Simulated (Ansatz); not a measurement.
# HfB (Fm-3m) in Ansatz: further runs

Runs on HfB. Level: PBEsol. Tasks: relaxation of cell and atoms.

Everything below comes from runs of Ansatz 0.2.0. Logs are shortened: lines on timing, memory, paths and dates and some standing lists are left out, and cuts for length are marked.

## (1) The crystal as given

It takes space group Fm-3m (No. 225, cubic). Conventional cell: a = 4.620 Å, b = 4.620 Å, c = 4.620 Å, α = 90.00°, β = 90.00°, γ = 90.00°. Hf (site symmetry m-3m) is surrounded by 6 B at 2.31 Å. Around B (site symmetry m-3m) lie 6 Hf at 2.31 Å.

## (2) Relaxation of cell and atoms, PBEsol

Contents of input.yaml:

```yaml
crystal:
  lattice:
    - [0.0, 2.31, 2.31]
    - [2.31, 0.0, 2.31]
    - [2.31, 2.31, 0.0]
  atoms:
    - { symbol: Hf, position: [0.5, 0.5, 0.5] }
    - { symbol: B, position: [0.0, 0.0, 0.0] }
kpoints:
  mp_grid: { grid: [10, 10, 10] }
scf:
  occupations: { method: fermi_dirac, width: 0.05 }
hamiltonian:
  xc: pbesol
  pseudopotentials: { kind: all_electron, lapw: { basis_error: 0.001 } }
output:
  forces: true
  stress: true
relax:
  f_tol: 0.01
  max_steps: 60
  cell: {}
```

Potentials or basis: all-electron LAPW, scalar-relativistic.

On the command line:

```
> ansatz run input.yaml --threads 1 --pin off --max-ram 3072MiB --backend cpu --events-out ev --progress --plain --runs-dir out
```

The program printed:

```text
Warning: RAYON_NUM_THREADS=1 ignored (pool sized by the plan → 1); use --threads N
The last accepted step is kept in <dir> (removed where the run ends without a failure and the disk answers)
LAPW: plane waves up to 8.902 Å⁻¹, error target 1.0e-3 eV per atom; small_component_spin mean_spin; B in spheres of 0.871 Å, 5 of its electrons in bands, Dirac shells []; Hf in spheres of 1.370 Å, 42 of its electrons in bands, Dirac shells [] (how accurate: hamiltonian.pseudopotentials.lapw.basis_error, Limitations)
Engine: ansatz 0.2.0, aarch64-unknown-linux-gnu
Pseudopotentials: kind: all_electron
Pseudopotential: Hf, LAPW, valence charge 42, lapw/all_electron/scalar/gaussian/Hf, Koelling and Harmon's equation, gaussian nucleus
Pseudopotential: B, LAPW, valence charge 5, lapw/all_electron/scalar/gaussian/B, Koelling and Harmon's equation, gaussian nucleus
Functional definition: PBEsol
  exchange = pbesol_x
  correlation = pbesol_c
Crystal: 2 atoms, lattice volume = 24.653 Å³
Basis set: ecut = 301.9511015118183 eV, 283 PW (Γ), exchange–correlation at level 2
Bands: 29, of which v1, the nominal top of the filled ones, is band 24 counted from 1 (23 counted from 0)
Symmetry: 48 space group operations
Space group: Fm-3m (ITA 225), of the structure as read, at distance tolerance 2.9e-5 Å
k-points: 47 of 1000
Non-local potential: Hf, projectors of the file, none
Non-local potential: B, projectors of the file, none
Initial density: superposition of atomic densities (chi_scale 0.1, normalization cell, long waves kept (reshape's long-wave potential 0.00 eV rms))
Initial wavefunctions: plane waves of lowest kinetic energy (no species holds an atomic orbital)
Functional: x = pbesol(κ = 0.804, μ = 0.12345679012345678), c = pbesol(β = 0.046)
iter 1 solved again at ethr=4.58e-3 eV; its pass at ethr=1.00e-1 eV (dr2=2.15e0 eV) is discarded
SCF iter   1: F=—  HF=-410801.460149 eV  |F-HF|=—  |Δ(HF+E_count)|=         —  Δρ=7.84e-2  dr2=2.15e0  ethr=4.58e-3  ⟨swp⟩=2.0  Hψ=8268  notcnv=0
preconditioner: auto → none  [insulator: Δε(μ)=0.180 eV  Ē_g=18.028 eV  σ=0.050 eV  W_gap=0.70  n_scr=14 (ndim 8)  ℏωp=38.9 eV  f_vac=0.000  D(μ)=0.70/eV (n_scr^D=0)  ε∞_Penn≈5.6]
iter 2 solved again at ethr=2.22e-4 eV; its pass at ethr=4.58e-3 eV (dr2=1.04e-1 eV) is discarded
SCF iter   2: F=—  HF=-410800.709603 eV  |F-HF|=—  |Δ(HF+E_count)|=   7.51e-1  Δρ=1.94e-2  dr2=1.04e-1  ethr=2.22e-4  ⟨swp⟩=2.0  Hψ=7097  notcnv=0
SCF iter   3: F=—  HF=-410800.563638 eV  |F-HF|=—  |Δ(HF+E_count)|=   1.46e-1  Δρ=6.26e-3  dr2=5.18e-3  ethr=2.22e-4  ⟨swp⟩=2.9  Hψ=4292  notcnv=0
SCF iter   4: F=—  HF=-410800.558302 eV  |F-HF|=—  |Δ(HF+E_count)|=         —  Δρ=3.73e-3  dr2=1.49e-3  ethr=1.10e-5  ⟨swp⟩=2.0  Hψ=3918  notcnv=0
the basis was enlarged: its passes take 538.9 KiB over the memory plan, 1 of 1 planned eigensolver slots
SCF iter   5: F=—  HF=-410800.558431 eV  |F-HF|=—  |Δ(HF+E_count)|=   1.29e-4  Δρ=4.29e-4  dr2=3.03e-5  ethr=3.18e-6  ⟨swp⟩=2.0  Hψ=3918  notcnv=0
SCF iter   6: F=—  HF=-410800.558437 eV  |F-HF|=—  |Δ(HF+E_count)|=   5.74e-6  Δρ=4.38e-5  dr2=1.89e-7  ethr=6.46e-8  ⟨swp⟩=2.7  Hψ=3967  notcnv=0
SCF iter   7: F=-410800.558437 eV  HF=-410800.558437 eV  |F-HF|=3.96e-9  |Δ(HF+E_count)|=   1.89e-7  Δρ=5.79e-6  dr2=7.35e-9  ethr=4.01e-10  ⟨swp⟩=2.1  Hψ=3926  notcnv=0
SCF 1 converged in 7 iterations: F = -410800.558437 eV  dr2 = 7.35e-9
relax step   1: F+E_penalty+E_count = -410800.55843690 eV  Δ(F+E_penalty+E_count) = +0.000e0 eV  max|allowed force component| = 9.532e-31 eV/Å  Δτ_max = 0.0000 Å  P = +23.252 GPa  Ω = 24.653 Å³  (7 SCF iters, accepted)
Crystal: 2 atoms, lattice volume = 28.437 Å³
Basis set: ecut = 274.5318082108129 eV, 283 PW (Γ), exchange–correlation at level 2
Initial density: handed on by an earlier stage of this run
Initial wavefunctions: those handed on with the density
iter 1 solved again at ethr=5.08e-6 eV; its pass at ethr=1.00e-1 eV (dr2=2.39e-3 eV) is discarded
SCF iter   1: F=—  HF=-410800.727448 eV  |F-HF|=—  |Δ(HF+E_count)|=         —  Δρ=3.32e-3  dr2=2.41e-3  ethr=5.08e-6  ⟨swp⟩=3.9  Hψ=7363  notcnv=0
preconditioner: auto → Kerker (q_TF=auto, 2.967 Å⁻¹)  [metal: Δε(μ)=0.014 eV  Ē_g=18.589 eV  σ=0.050 eV  W_gap=0.07  n_scr=14 (ndim 8)  ℏωp=36.2 eV  f_vac=0.000  D(μ)=2.03/eV (n_scr^D=14)]
SCF iter   2: F=—  HF=-410800.725511 eV  |F-HF|=—  |Δ(HF+E_count)|=   1.94e-3  Δρ=2.19e-3  dr2=1.22e-3  ethr=5.08e-6  ⟨swp⟩=2.0  Hψ=3919  notcnv=0
SCF iter   3: F=—  HF=-410800.725016 eV  |F-HF|=—  |Δ(HF+E_count)|=   4.96e-4  Δρ=1.38e-3  dr2=5.74e-4  ethr=2.59e-6  ⟨swp⟩=2.0  Hψ=3919  notcnv=0
SCF iter   4: F=—  HF=-410800.724703 eV  |F-HF|=—  |Δ(HF+E_count)|=   3.13e-4  Δρ=6.13e-4  dr2=1.25e-4  ethr=1.22e-6  ⟨swp⟩=2.0  Hψ=3919  notcnv=0
SCF iter   5: F=—  HF=-410800.724699 eV  |F-HF|=—  |Δ(HF+E_count)|=   4.16e-6  Δρ=2.70e-4  dr2=2.71e-5  ethr=2.66e-7  ⟨swp⟩=2.0  Hψ=3921  notcnv=0
iter 6 solved again at ethr=5.45e-9 eV; its pass at ethr=5.78e-8 eV (dr2=2.56e-6 eV) is discarded
SCF iter   6: F=—  HF=-410800.724700 eV  |F-HF|=—  |Δ(HF+E_count)|=   6.05e-7  Δρ=7.64e-5  dr2=2.56e-6  ethr=5.45e-9  ⟨swp⟩=2.0  Hψ=6663  notcnv=0
SCF iter   7: F=-410800.724699 eV  HF=-410800.724699 eV  |F-HF|=1.40e-8  |Δ(HF+E_count)|=   1.52e-7  Δρ=1.06e-5  dr2=2.76e-8  ethr=5.45e-9  ⟨swp⟩=2.0  Hψ=3919  notcnv=0
SCF 2 converged in 7 iterations: F = -410800.724699 eV  dr2 = 2.76e-8
relax step   2: F+E_penalty+E_count = -410800.72469936 eV  Δ(F+E_penalty+E_count) = -1.663e-1 eV  max|allowed force component| = 1.972e-31 eV/Å  Δτ_max = 0.0000 Å  P = -5.923 GPa  Ω = 28.437 Å³  (7 SCF iters, accepted)
Crystal: 2 atoms, lattice volume = 27.578 Å³
Basis set: ecut = 280.20376696348217 eV, 283 PW (Γ), exchange–correlation at level 2
iter 1 solved again at ethr=2.40e-7 eV; its pass at ethr=1.00e-1 eV (dr2=1.13e-4 eV) is discarded
SCF iter   1: F=—  HF=-410800.743480 eV  |F-HF|=—  |Δ(HF+E_count)|=         —  Δρ=7.59e-4  dr2=1.16e-4  ethr=2.40e-7  ⟨swp⟩=4.0  Hψ=7358  notcnv=0
preconditioner: auto → Kerker (q_TF=auto, 2.982 Å⁻¹)  [metal: Δε(μ)=0.013 eV  Ē_g=18.666 eV  σ=0.050 eV  W_gap=0.06  n_scr=14 (ndim 8)  ℏωp=36.7 eV  f_vac=0.000  D(μ)=1.95/eV (n_scr^D=14)]
SCF iter   2: F=—  HF=-410800.743367 eV  |F-HF|=—  |Δ(HF+E_count)|=   1.13e-4  Δρ=5.00e-4  dr2=5.93e-5  ethr=2.40e-7  ⟨swp⟩=2.0  Hψ=3918  notcnv=0
SCF iter   3: F=—  HF=-410800.743352 eV  |F-HF|=—  |Δ(HF+E_count)|=   1.45e-5  Δρ=2.44e-4  dr2=1.78e-5  ethr=1.26e-7  ⟨swp⟩=2.0  Hψ=3918  notcnv=0
SCF iter   4: F=—  HF=-410800.743331 eV  |F-HF|=—  |Δ(HF+E_count)|=   2.15e-5  Δρ=1.54e-4  dr2=7.28e-6  ethr=3.78e-8  ⟨swp⟩=2.0  Hψ=3918  notcnv=0
SCF iter   5: F=—  HF=-410800.743330 eV  |F-HF|=—  |Δ(HF+E_count)|=   6.18e-7  Δρ=7.07e-5  dr2=1.74e-6  ethr=1.55e-8  ⟨swp⟩=2.0  Hψ=3918  notcnv=0
iter 6 solved again at ethr=2.78e-10 eV; its pass at ethr=3.70e-9 eV (dr2=1.31e-7 eV) is discarded
SCF iter   6: F=—  HF=-410800.743330 eV  |F-HF|=—  |Δ(HF+E_count)|=   5.05e-8  Δρ=1.78e-5  dr2=1.31e-7  ethr=2.78e-10  ⟨swp⟩=2.0  Hψ=6661  notcnv=0
SCF iter   7: F=-410800.743330 eV  HF=-410800.743330 eV  |F-HF|=1.75e-10  |Δ(HF+E_count)|=   3.43e-9  Δρ=2.58e-6  dr2=2.02e-9  ethr=2.78e-10  ⟨swp⟩=2.0  Hψ=3918  notcnv=0
SCF 3 converged in 7 iterations: F = -410800.743330 eV  dr2 = 2.02e-9
relax step   3: F+E_penalty+E_count = -410800.74333005 eV  Δ(F+E_penalty+E_count) = -1.863e-2 eV  max|allowed force component| = 4.240e-30 eV/Å  Δτ_max = 0.0000 Å  P = -0.901 GPa  Ω = 27.578 Å³  (7 SCF iters, accepted)
Crystal: 2 atoms, lattice volume = 27.429 Å³
Basis set: ecut = 281.21544215428116 eV, 283 PW (Γ), exchange–correlation at level 2
iter 1 solved again at ethr=3.16e-9 eV; its pass at ethr=1.00e-1 eV (dr2=1.48e-6 eV) is discarded
SCF iter   1: F=—  HF=-410800.743733 eV  |F-HF|=—  |Δ(HF+E_count)|=         —  Δρ=1.34e-4  dr2=3.62e-6  ethr=3.16e-9  ⟨swp⟩=5.0  Hψ=7479  notcnv=0
preconditioner: auto → Kerker (q_TF=auto, 2.985 Å⁻¹)  [metal: Δε(μ)=0.014 eV  Ē_g=18.682 eV  σ=0.050 eV  W_gap=0.07  n_scr=14 (ndim 8)  ℏωp=36.8 eV  f_vac=0.000  D(μ)=1.93/eV (n_scr^D=14)]
SCF iter   2: F=—  HF=-410800.743729 eV  |F-HF|=—  |Δ(HF+E_count)|=   3.35e-6  Δρ=8.84e-5  dr2=1.84e-6  ethr=3.16e-9  ⟨swp⟩=2.0  Hψ=3918  notcnv=0
SCF iter   3: F=—  HF=-410800.743729 eV  |F-HF|=—  |Δ(HF+E_count)|=   4.50e-7  Δρ=4.57e-5  dr2=6.15e-7  ethr=3.16e-9  ⟨swp⟩=2.0  Hψ=3918  notcnv=0
SCF iter   4: F=—  HF=-410800.743728 eV  |F-HF|=—  |Δ(HF+E_count)|=   7.41e-7  Δρ=2.73e-5  dr2=2.31e-7  ethr=1.31e-9  ⟨swp⟩=2.0  Hψ=3918  notcnv=0
SCF iter   5: F=-410800.743728 eV  HF=-410800.743728 eV  |F-HF|=1.16e-9  |Δ(HF+E_count)|=   1.69e-8  Δρ=1.20e-5  dr2=5.00e-8  ethr=4.91e-10  ⟨swp⟩=2.0  Hψ=3918  notcnv=0
SCF 4 converged in 5 iterations: F = -410800.743728 eV  dr2 = 5.00e-8
relax step   4: F+E_penalty+E_count = -410800.74372796 eV  Δ(F+E_penalty+E_count) = -3.979e-4 eV  max|allowed force component| = 6.492e-31 eV/Å  Δτ_max = 0.0000 Å  P = +0.047 GPa  Ω = 27.429 Å³  (5 SCF iters, accepted)
iter 1 solved again at ethr=4.81e-11 eV; its pass at ethr=1.00e-1 eV (dr2=2.26e-8 eV) is discarded
SCF iter   1: F=—  HF=-410800.743728 eV  |F-HF|=—  |Δ(HF+E_count)|=         —  Δρ=8.97e-6  dr2=2.18e-8  ethr=4.81e-11  ⟨swp⟩=4.4  Hψ=7023  notcnv=0
SCF iter   2: F=-410800.743728 eV  HF=-410800.743728 eV  |F-HF|=1.75e-10  |Δ(HF+E_count)|=   1.78e-8  Δρ=6.33e-6  dr2=1.19e-8  ethr=4.64e-11  ⟨swp⟩=2.0  Hψ=3918  notcnv=0
SCF 5 converged in 2 iterations: F = -410800.743728 eV  dr2 = 1.19e-8
relax step   5: F+E_penalty+E_count = -410800.74372773 eV  Δ(F+E_penalty+E_count) = +2.363e-7 eV  max|allowed force component| = 9.501e-31 eV/Å  Δτ_max = 0.0000 Å  P = +0.047 GPa  Ω = 27.429 Å³  stress off target by 4.72e-2 GPa  SCF on the basis re-selected at this cell (its energy is not comparable with the rows above)  (2 SCF iters)
basis re-selected at this cell: Δ(F+E_penalty+E_count) = +2.363e-7 eV, ΔP = -0.000 GPa vs the last step (what re-selecting the basis moved, after the strain that the cell walked since its last selection, with what the two solves' SCF thresholds leave and, on support functions, any second-order correction that the steps lacked; it is no measure of the basis error at this ecutwfc). This SCF's stress stands 4.72e-2 GPa from its target on what of the cell is left free (relax.cell.stress_tol is 5.00e-2 GPa) and its largest allowed force component is 9.50e-31 eV/Å (relax.f_tol is 1.00e-2 eV/Å): within both
SCF converged after 2 iterations
Free energy (F): -410800.743728 eV
Harris-Foulkes:  -410800.743728 eV  (|F-HF|=1.75e-10)
Internal energy: -410800.729212 eV  (E = F + TS)
E sigma→0 (E₀):  -410800.736470 eV
Entropy (-TS):   -0.014516 eV (-7.258 meV/atom)
Fermi energy:    17.722296 eV
--- Per-component energies (eV) ---
  E_band       = -4191.050140
  E_kinetic    = 456972.391501
  E_xc         = -8398.555968
  E_electrostatic = -859374.564745  (all electrons and nuclei)
  E_smearing   = -0.014516  (= −TS)
  E_closure    = 0.000000  (closes the sum)
  E_atoms      = -410784.893067  (free atoms, spherical and without spin; not in F)
  Σ components = -410800.743728   (vs F -410800.743728, Δ=0.00e0)
  Basis errors (estimates in eV, not in F): energy 4.2e-4 per atom: plane waves 3.7e-4 (2.0e-4 summed), levels above the bands 4.3e-36, relativity 2.1e-8, radial functions 5.0e-5, core shells 3.5e-8; eigenvalues (radial functions only) 1.5e-6; not estimated: angular momenta, meshes, grids; target (lapw.basis_error) 1.0e-3; muffin-tin radii B 0.903 Å, Hf 1.419 Å
--- Forces (eV/Å), atoms counted from 1 ---
  atom   1  Hf     0.00000000    -0.00000000     0.00000000
  atom   2  B     -0.00000000    -0.00000000     0.00000000
  max |Σ_I F_I| component: 1.52e-30 eV/Å
--- Stress (GPa, compression-positive) ---
        0.047181      -0.000000      -0.000000
       -0.000000       0.047181      -0.000000
       -0.000000      -0.000000       0.047181
  P = ⅓ Tr σ = 0.0472 GPa (0.472 kbar)
--- Relaxed structure (4 steps of the walk, 4 accepted, 1 SCFs on fresh bases) ---
  F+E_penalty+E_count = -410800.74372773 eV   max|allowed force component| = 9.501e-31 eV/Å   (the final SCF, on the basis selected at the relaxed cell)
  cell:  # Å, volume = 27.4291 Å³
    - [5.095372032895661e-35, 2.3936503218805107, 2.393650321880511]
    - [2.3936503218805107, -2.878885198586008e-33, 2.393650321880511]
    - [2.3936503218805107, 2.3936503218805107, 8.407363854277724e-34]
  atoms:
    - { symbol: Hf, position: [0.5, 0.5, 0.5] }
    - { symbol: B, position: [-9.553223930498055e-36, 5.210849416637964e-36, 1.3895598444357196e-35] }
```

Run time: 34 s. Hardware: 1 thread of Arm Neoverse V2, shared host; peak memory 0.33 GiB.

What came out:

* Free energy: -410800.7437 eV
* Relaxed volume: 13.71 Å³/atom
* Relaxed cell: a = 3.385 Å, b = 3.385 Å, c = 3.385 Å, α = 60.00°, β = 60.00°, γ = 60.00°
* Space group after relaxing (to 0.05 Å): Fm-3m (No. 225)
* Energy gained by relaxing: 92.6 meV/atom
* Ionic steps: 5
* Pressure after relaxing: 0.0 GPa

The path:
```tsv
step	energy change (eV)	largest force (eV/Å)	volume (Å³)
1	0.0000	0.0000	24.65
2	-0.1663	0.0000	28.44
3	-0.1849	0.0000	27.58
4	-0.1853	0.0000	27.43
5	-0.1853	0.0000	27.43
```

Final structure:
```cif
data_structure
_symmetry_space_group_name_H-M 'P 1'
_symmetry_Int_Tables_number 1
_cell_length_a 3.3851
_cell_length_b 3.3851
_cell_length_c 3.3851
_cell_angle_alpha 60.000
_cell_angle_beta 60.000
_cell_angle_gamma 60.000
_cell_volume 27.43
loop_
_atom_site_label
_atom_site_type_symbol
_atom_site_fract_x
_atom_site_fract_y
_atom_site_fract_z
_atom_site_occupancy
Hf1 Hf 0.50000 0.50000 0.50000 1
B1 B 0.00000 0.00000 0.00000 1
```

## (3) Relaxation of cell and atoms, PBEsol, target pressure 5 GPa, at which the enthalpy is minimised

Changes to input.yaml since step 2:

```diff
@@ -21,2 +21,2 @@
   max_steps: 60
-  cell: {}
+  cell: { p_target: 5 }
```

Potentials or basis: all-electron LAPW, scalar-relativistic.

On the command line:

```
> ansatz run input.yaml --threads 1 --pin off --max-ram 3072MiB --backend cpu --events-out ev --progress --plain --runs-dir out
```

Wall time 37 s (1 thread of Arm Neoverse V2, shared host); peak memory 0.33 GiB.

It converged, with:

| Quantity | Value |
| --- | --- |
| Free energy | -410800.7326 eV |
| Relaxed volume | 13.36 Å³/atom |
| Relaxed cell | a = 3.355 Å, b = 3.355 Å, c = 3.355 Å, α = 60.00°, β = 60.00°, γ = 60.00° |
| Space group after relaxing (to 0.05 Å) | Fm-3m (No. 225) |
| Energy change on relaxing (the enthalpy is what falls) | -87.1 meV/atom |
| Ionic steps | 6 |
| Pressure after relaxing | 5.0 GPa |

The path:
| step | energy change (eV) | largest force (eV/Å) | volume (Å³) |
| --- | --- | --- | --- |
| 1 | 0.0000 | 0.0000 | 24.65 |
| 2 | -0.1811 | 0.0000 | 27.90 |
| 3 | -0.1777 | 0.0000 | 26.83 |
| 4 | -0.1740 | 0.0000 | 26.70 |
| 5 | -0.1742 | 0.0000 | 26.71 |
| 6 | -0.1742 | 0.0000 | 26.71 |

Final structure:
```
Hf B
1.0
     0.00000    2.37256    2.37256
     2.37256    0.00000    2.37256
     2.37256    2.37256    0.00000
Hf B
1 1
Direct
  0.50000 0.50000 0.50000
  0.00000 0.00000 0.00000
```

The run has no spin-orbit coupling, so splittings on Hf are missing. Zero-point motion and thermal expansion aren't in these numbers.

[end of part 1 of 2]
